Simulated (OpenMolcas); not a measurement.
**Cu³⁺ among point charges: CASSCF and CASPT2 levels and susceptibility**

How does a field of 6 point charges split the states of Cu³⁺, and what χT follows?

The numbers are computed with OpenMolcas 26.06 (state-averaged CASSCF and CASPT2, spin-orbit coupling by RASSI with atomic mean-field integrals), except any that are marked as measured or tabulated.

### 1 Starting point

```
Species                           : Cu³⁺ (copper, Z = 29, 26 electrons)
Basis                             : ANO-RCC-VDZP [5s4p2d1f], 34 functions
Scalar Hamiltonian                : DKH2, point nucleus
Inactive shells                   : 1s 2s 2p 3s 3p
Active space                      : 8 electrons in 5 orbitals (3d)
Some configurations of this space : 3d⁸
Orbitals                          : optimised for each spin and parity, averaged over all roots
```

The outer shells:

3d8
```
3d [↑↓][↑↓][↑↓][↑ ][↑ ]
```

The ion sits among 6 point charges of -2 e arranged as a tetragonal octahedron (D4h), 2.01 Å from the ion, with the axial distance 1.950 Å.

Each step is its own input file, run in one work folder so that later steps find the files of earlier ones. Labels, J, g values, rates, χT and fits are worked out afterwards by a script from the matrices that RASSI stores. The input lists half of the charges; inversion (Group=XYZ) makes the rest.

### 2 Basis and integrals

The input, a.inp:

```
&GATEWAY
Coord
1

Cu 0.0 0.0 0.0
Basis=ANO-RCC-VDZP
Group=XYZ
NoMove
AngMom=0.0 0.0 0.0
AMFI
XField
3 Angstrom 0
2.010000 0.000000 0.000000 -2.000000
0.000000 2.010000 0.000000 -2.000000
0.000000 0.000000 1.949700 -2.000000
&SEWARD
```

Command:

```sh
> OMP_NUM_THREADS=1 MOLCAS_MEM=1689 MOLCAS_PROJECT=a pymolcas a.inp > a.log
```

Standard output:

```text
Basis set label: CU.ANO-RCC...5S4P2D1F.

      Electronic valence basis set:
      ------------------
      Associated Effective Charge  29.000000 au
      Associated Actual Charge     29.000000 au
      Nuclear Model: Point charge

      Shell  nPrim  nBasis  Cartesian Spherical Contaminant
         s      21       5        X
         p      15       4        X
         d      10       2                 X
         f       6       1                 X
                  Relativistic Douglas-Kroll-Hess integrals:
                    - DKH order of Hamiltonian: 2
                    - DKH order of Properties : 0
                  Atomic mean-field integrals
```

### 3 Reference wave functions, triplets of even parity, 10 roots

The input, a.inp:

```
&RASSCF
FileOrb=start.orb
Symmetry=1
Spin=3
nActEl=8 0 0
Inactive=3 6
Ras2=5 0
CIRoot=10 10 1
SDav=10
CIMx=300
Iter=120 100
PrWF=0.3
OrbListing=Nothing
MaxOrb=0
>>> COPY $Project.JobIph JOB001
```

start.orb holds the contracted functions of the basis, ordered by shell, or the orbitals of the step before.

Standard output (excerpt; [...] marks lines left out):

```text
[...]
      Number of active orbitals                  5
[...]
      Spin quantum number                      1.0
[...]
      Active orbitals                            5   0
[...]
      Number of CSFs                            10
      Number of root(s) required                10
[...]
      Convergence after  9 iterations
[...]
      Natural orbitals and occupation numbers for root  1
      sym 1:   2.000000   2.000000   1.000000   2.000000   1.000000
      Natural orbitals and occupation numbers for root  2
      sym 1:   1.000000   2.000000   1.000000   2.000000   2.000000
      Natural orbitals and occupation numbers for root  3
      sym 1:   1.993240   1.006760   2.000000   1.993240   1.006760
::    RASSCF root number  1 Total energy:  -1660.50600133
::    RASSCF root number  2 Total energy:  -1660.49350918
::    RASSCF root number  3 Total energy:  -1660.49285246
[...]
::    RASSCF root number  7 Total energy:  -1660.48247202
::    RASSCF root number  8 Total energy:  -1660.39109443
::    RASSCF root number  9 Total energy:  -1660.39109443
::    RASSCF root number 10 Total energy:  -1660.38721764
```

### 4 Reference wave functions, singlets of even parity, 15 roots

The input, a.inp:

```
&RASSCF
FileOrb=start.orb
Symmetry=1
Spin=1
nActEl=8 0 0
Inactive=3 6
Ras2=5 0
CIRoot=15 15 1
SDav=15
CIMx=300
Iter=120 100
PrWF=0.3
OrbListing=Nothing
MaxOrb=0
>>> COPY $Project.JobIph JOB002
```

Standard output (excerpt; [...] marks lines left out):

```text
[...]
      Number of active orbitals                  5
[...]
      Spin quantum number                      0.0
[...]
      Active orbitals                            5   0
[...]
      Number of CSFs                            15
      Number of root(s) required                15
[...]
      Convergence after  7 iterations
[...]
      Natural orbitals and occupation numbers for root  1
      sym 1:   2.000000   1.237965   1.762035   1.237965   1.762035
      Natural orbitals and occupation numbers for root  2
      sym 1:   1.936818   1.130310   1.936818   1.298551   1.697504
      Natural orbitals and occupation numbers for root  3
      sym 1:   1.675947   2.000000   1.324053   1.324053   1.675947
::    RASSCF root number  1 Total energy:  -1660.41469114
::    RASSCF root number  2 Total energy:  -1660.41372981
::    RASSCF root number  3 Total energy:  -1660.40650682
[...]
::    RASSCF root number 12 Total energy:  -1660.35664439
::    RASSCF root number 13 Total energy:  -1660.35511504
::    RASSCF root number 14 Total energy:  -1660.35511504
::    RASSCF root number 15 Total energy:  -1660.17039620
```

### 5 RASSI: spin-orbit coupling between the states

The input, a.inp:

```
&RASSI
NrOfJobIphs=2 10 15
1 2 3 4 5 6 7 8 9 10
1 2 3 4 5 6 7 8 9 10 11 12 13 14 15
IphNames
JOB001
JOB002
EJob
SpinOrbit
DIPRint=1.0
SOCoupling=1000.0
Subsets=2
Property=9
'ANGMOM' 1 'ANGMOM' 2 'ANGMOM' 3 'MLTPL  1' 1 'MLTPL  1' 2 'MLTPL  1' 3
'AMFI' 1 'AMFI' 2 'AMFI' 3
SOProperty=3
'ANGMOM' 1 'ANGMOM' 2 'ANGMOM' 3
```

Standard output (excerpt; [...] marks lines left out):

```text
SPIN-FREE ENERGIES:
  (Shifted by EMIN (a.u.) =      -1660.5060013341)
 SF State       Relative EMIN(au)   Rel lowest level(eV)    D:o, cm**(-1)      L_eff
     1             0.0000000000        0.0000000000              0.0000         3.0
     2             0.0124921531        0.3399288031           2741.7107         3.0
     3             0.0131488709        0.3577990051           2885.8436         3.0
     4             0.0131488709        0.3577990051           2885.8436         3.0
     5             0.0228476004        0.6217148783           5014.4687         3.0
     6             0.0235293153        0.6402652878           5164.0878         3.0
     7             0.0235293153        0.6402652878           5164.0878         3.0
    11             0.0913101927        2.4846769216          20040.2709         2.1
    12             0.0922715244        2.5108360887          20251.2588         2.1
    13             0.0994945135        2.7073836359          21836.5217         2.0
[...]
Eigenvalues of complex Hamiltonian:
   -----------------------------------
  (Shifted by EMIN (a.u.) =      -1660.5060013341)
 SO State       Relative EMIN(au)   Rel lowest level(eV)    D:o, cm**(-1)     J-value
     1            -0.0025038754        0.0000000000              0.0000         3.3
     2            -0.0024919480        0.0003245600              2.6178         2.8
     3            -0.0024919480        0.0003245600              2.6178         2.8
     4             0.0081849724        0.2908583657           2345.9309         3.4
     5             0.0092495550        0.3198271323           2579.5798         3.0
     6             0.0095494651        0.3279881023           2645.4025         3.5
     7             0.0095494651        0.3279881023           2645.4025         3.5
     8             0.0109886940        0.3671515160           2961.2767         2.1
     9             0.0144272945        0.4607206033           3715.9623         2.3
    10             0.0149015818        0.4736266187           3820.0563         2.4
    11             0.0149015818        0.4736266187           3820.0563         2.4
[...]
```

Time for these steps: 4.4 s (1 thread of Arm Neoverse V2, shared host).

Spin-free states, with their symmetry labels:

| state | degeneracy | E (cm-1) | free-ion L (%) |
| --- | --- | --- | --- |
| 3B1 | 1 | 0 | F (100) |
| 3B2 | 1 | 2742 | F (100) |
| 3E | 2 | 2886 | F (100) |
| 3A2 | 1 | 5014 | F (100) |
| 3E | 2 | 5164 | F (100) |
| 1B1 | 1 | 20040 | D (96) |
| 1A1 | 1 | 20251 | D (94) |
| 1B2 | 1 | 21837 | D (99) |
| 1E | 2 | 22163 | D (98) |
| 3E | 2 | 25219 | P (100) |
| 3A2 | 1 | 26070 | P (100) |
| 1A1 | 1 | 30568 | G (98) |
| 1E | 2 | 30899 | G (100) |
| 1B1 | 1 | 31994 | G (96) |
| 1A2 | 1 | 32200 | G (100) |
| 1B2 | 1 | 32655 | G (99) |
| 1A1 | 1 | 32780 | G (96) |
| 1E | 2 | 33116 | G (99) |
| 1A1 | 1 | 73657 | S (100) |

With spin-orbit coupling:

```csv
E (cm-1),Degeneracy,Label,2S+1,g
0.0,1,B2,3,
2.6,2,E,3,0.00 0.00 5.80
2346,1,B1,3,
2580,1,A1,3,
2645,2,E,3,0.00 0.00 0.54
2961,1,A2,3,
3716,1,B2,3,
3820,2,E,3,0.00 0.00 1.03
3857,1,B1,3,
4230,1,A1,3,
5219,1,A2,3,
5395,2,E,3,0.00 0.00 1.55
6517,2,E,3,0.00 0.00 0.93
6743,1,A1,3,
6773,1,B2,3,
6977,1,B1,3,
20424,1,B1,1,
20645,1,A1,1,
21928,1,B2,1,
22253,2,E,1,0.00 0.00 2.04
25623,1,B1,3,
25874,1,B2,3,
25992,1,A1,3,
26046,2,E,3,0.00 0.00 2.03
```

Principal g values are given for doublets only; a zero marks a field direction without first-order Zeeman splitting.

Powder χT (cm³ K/mol): 1.67 at 2 K, 2.01 at 5 K, 2.06 at 10 K, 2.09 at 20 K, 2.11 at 50 K, 2.15 at 100 K, 2.18 at 150 K, 2.21 at 200 K, 2.25 at 250 K, 2.28 at 300 K.

### 6 CASPT2: IPEA 0.25, imaginary shift 0.1 (closed shells correlated: 3s 3p)

The input, a.inp:

```
>>> COPY JOB001 $Project.JobIph
&CASPT2
Multistate=10 1 2 3 4 5 6 7 8 9 10
NoMult
Frozen=2 3
IPEA=0.25
Imaginary=0.1
MaxIter=60
WThr=0.0 0.3 0.05
PrWF=0.5
NoMix
>>> COPY JOB002 $Project.JobIph
&CASPT2
Multistate=15 1 2 3 4 5 6 7 8 9 10 11 12 13 14 15
NoMult
Frozen=2 3
IPEA=0.25
Imaginary=0.1
MaxIter=60
WThr=0.0 0.3 0.05
PrWF=0.5
NoMix
```

Standard output:

```text
Orbital specifications:
      -----------------------

      Symmetry species                           1   2
                                                ag  au
      Frozen orbitals                            2   3
      Inactive orbitals                          1   3
      Active orbitals                            5   0
      Secondary orbitals                         7  13
      Deleted orbitals                           0   0
      Number of basis functions                 15  19
Type of calculation                        SS-CASPT2
      Fock operator                              state-specific
      IPEA shift                                 0.25
      Real shift                                 0.00
      Imaginary shift                            0.10
      The input orbitals will be transformed to quasi-canonical
Reference energy:       -1660.5060013341
      E2 (Non-variational):      -0.4176037640
      Shift correction:          -0.0000781458
      E2 (Variational):          -0.4176819099
      Total energy:           -1660.9236832440
      Residual norm:              0.0000008386
      Reference weight:           0.95005
      Contributions to the CASPT2 correlation energy
      Active & Virtual Only:         -0.2026649167
      One Inactive Excited:          -0.1657746397
      Two Inactive Excited:          -0.0491642076
Reference energy:       -1660.4935091810
      E2 (Non-variational):      -0.4154348643
      Shift correction:          -0.0000769146
      E2 (Variational):          -0.4155117789
      Total energy:           -1660.9090209598
      Residual norm:              0.0000000516
      Reference weight:           0.95052
      Contributions to the CASPT2 correlation energy
      Active & Virtual Only:         -0.2010952423
      One Inactive Excited:          -0.1652002843
      Two Inactive Excited:          -0.0491393376
::    CASPT2 Root  1     Total energy:  -1660.92368324
::    CASPT2 Root  2     Total energy:  -1660.90902096
::    CASPT2 Root  3     Total energy:  -1660.90841439
::    CASPT2 Root  4     Total energy:  -1660.90841438
::    CASPT2 Root  5     Total energy:  -1660.89980145
::    CASPT2 Root  6     Total energy:  -1660.89883180
::    CASPT2 Root  7     Total energy:  -1660.89883181
::    CASPT2 Root  8     Total energy:  -1660.82090612
::    CASPT2 Root  9     Total energy:  -1660.82090613
::    CASPT2 Root 10     Total energy:  -1660.81657017
Orbital specifications:
      -----------------------

      Symmetry species                           1   2
                                                ag  au
      Frozen orbitals                            2   3
      Inactive orbitals                          1   3
      Active orbitals                            5   0
      Secondary orbitals                         7  13
      Deleted orbitals                           0   0
      Number of basis functions                 15  19
Type of calculation                        SS-CASPT2
      Fock operator                              state-specific
      IPEA shift                                 0.25
      Real shift                                 0.00
      Imaginary shift                            0.10
      The input orbitals will be transformed to quasi-canonical
Reference energy:       -1660.4146911414
      E2 (Non-variational):      -0.4328939500
      Shift correction:          -0.0000842278
      E2 (Variational):          -0.4329781779
      Total energy:           -1660.8476693192
      Residual norm:              0.0000000774
      Reference weight:           0.94733
      Contributions to the CASPT2 correlation energy
      Active & Virtual Only:         -0.2083587191
      One Inactive Excited:          -0.1676657093
      Two Inactive Excited:          -0.0568695216
Reference energy:       -1660.4137298097
      E2 (Non-variational):      -0.4324584812
      Shift correction:          -0.0000839404
      E2 (Variational):          -0.4325424216
      Total energy:           -1660.8462722313
      Residual norm:              0.0000000931
      Reference weight:           0.94744
      Contributions to the CASPT2 correlation energy
      Active & Virtual Only:         -0.2081052890
      One Inactive Excited:          -0.1675868315
      Two Inactive Excited:          -0.0567663607
::    CASPT2 Root  1     Total energy:  -1660.84766932
::    CASPT2 Root  2     Total energy:  -1660.84627223
::    CASPT2 Root  3     Total energy:  -1660.83860725
::    CASPT2 Root  4     Total energy:  -1660.83787199
::    CASPT2 Root  5     Total energy:  -1660.83787199
::    CASPT2 Root  6     Total energy:  -1660.79558908
::    CASPT2 Root  7     Total energy:  -1660.79187129
::    CASPT2 Root  8     Total energy:  -1660.79187128
::    CASPT2 Root  9     Total energy:  -1660.78620974
::    CASPT2 Root 10     Total energy:  -1660.78313731
::    CASPT2 Root 11     Total energy:  -1660.78364658
::    CASPT2 Root 12     Total energy:  -1660.78036901
::    CASPT2 Root 13     Total energy:  -1660.78133377
::    CASPT2 Root 14     Total energy:  -1660.78133378
::    CASPT2 Root 15     Total energy:  -1660.63102999
```

Time for this run: 1.4 s (1 thread of Arm Neoverse V2, shared host).

SS-CASPT2: lowest energy less the reference's lowest, -0.4177 hartree; reference weights 0.943 to 0.951.

States without spin-orbit coupling:

| state | degeneracy | E (cm-1) | free-ion L (%) |
| --- | --- | --- | --- |
| 3B1 | 1 | 0 | F (100) |
| 3B2 | 1 | 3218 | F (100) |
| 3E | 2 | 3351 | F (100) |
| 3A2 | 1 | 5241 | F (100) |
| 3E | 2 | 5454 | F (100) |
| 1B1 | 1 | 16683 | D (96) |
| 1A1 | 1 | 16990 | D (94) |
| 1B2 | 1 | 18672 | D (99) |
| 1E | 2 | 18833 | D (98) |
| 3E | 2 | 22557 | P (100) |
| 3A2 | 1 | 23509 | P (100) |
| 1A1 | 1 | 28113 | G (98) |
| 1E | 2 | 28929 | G (100) |
| 1B1 | 1 | 30172 | G (96) |
| 1B2 | 1 | 30734 | G (99) |
| 1A2 | 1 | 30846 | G (100) |
| 1E | 2 | 31242 | G (99) |
| 1A1 | 1 | 31454 | G (96) |
| 1A1 | 1 | 64230 | S (100) |

With spin-orbit coupling:

```csv
E (cm-1),Degeneracy,Label,2S+1,g
0,1,B2,3,
2,2,E,3,0.00 0.00 5.65
2740,1,B1,3,
2950,1,A1,3,
3030,2,E,3,0.00 0.00 0.42
3340,1,A2,3,
4050,1,B2,3,
4150,2,E,3,0.00 0.00 1.17
4270,1,B1,3,
4450,1,A1,3,
5490,1,A2,3,
5630,2,E,3,0.00 0.00 1.53
6730,2,E,3,0.00 0.00 0.78
6930,1,A1,3,
7000,1,B2,3,
7180,1,B1,3,
17110,1,B1,1,
17410,1,A1,1,
18800,1,B2,1,
18990,2,E,1,0.00 0.00 2.01
22870,1,B1,3,
23100,1,B2,3,
23270,2,E,3,0.00 0.00 2.06
23270,1,A1,3,
```

Powder χT (cm³ K/mol): 1.82 at 2 K, 1.95 at 5 K, 1.98 at 10 K, 1.99 at 20 K, 2.01 at 50 K, 2.04 at 100 K, 2.07 at 150 K, 2.10 at 200 K, 2.13 at 250 K, 2.16 at 300 K.

### 7 The methods side by side

A. CASSCF
B. SS-CASPT2, IPEA 0.25, imaginary shift 0.1 (closed shells correlated: 3s 3p)

| method | ground state | first state of that spin (cm-1) | first gap with spin-orbit (cm-1) | χT at 300 K |
| --- | --- | --- | --- | --- |
| A | 3B1 | 3B2 2742 | 2.6 | 2.28 |
| B | 3B1 | 3B2 3218 | 1.6 | 2.16 |

### 8 Outcome

| quantity | value |
| --- | --- |
| method | SS-CASPT2, IPEA 0.25, imaginary shift 0.1 (closed shells correlated: 3s 3p) |
| spin-free ground state | 3B1, 1-fold in its orbital part |
| first state of the same spin within the active space | 3B2 at 3220 cm⁻¹ |
| lowest level | 1-fold B2 |
| next level | 1.6 cm⁻¹ |
| χT at 300 K | 2.16 cm³ K/mol |
| effective moment at 300 K | 4.16 μB |

Cost by method:

| method | time of its own steps | time with the reference |
| --- | --- | --- |
| A. CASSCF | 4.4 s | 4.4 s |
| B. SS-CASPT2, IPEA 0.25, imaginary shift 0.1, +3s 3p | 1.4 s | 5.8 s |

Times are of one thread on a shared host.

**Reading.** The spin-free ground state (3B1) comes to 100 % from free-ion F terms and keeps the highest spin of the shell. χT at 300 K is 2.16, against 1.00 cm³ K/mol for the spin alone, so orbital moment adds to it. The field of point charges can differ much from that of real complexes. Point charges carry no covalency, so the field is a model and not that of real ligands.
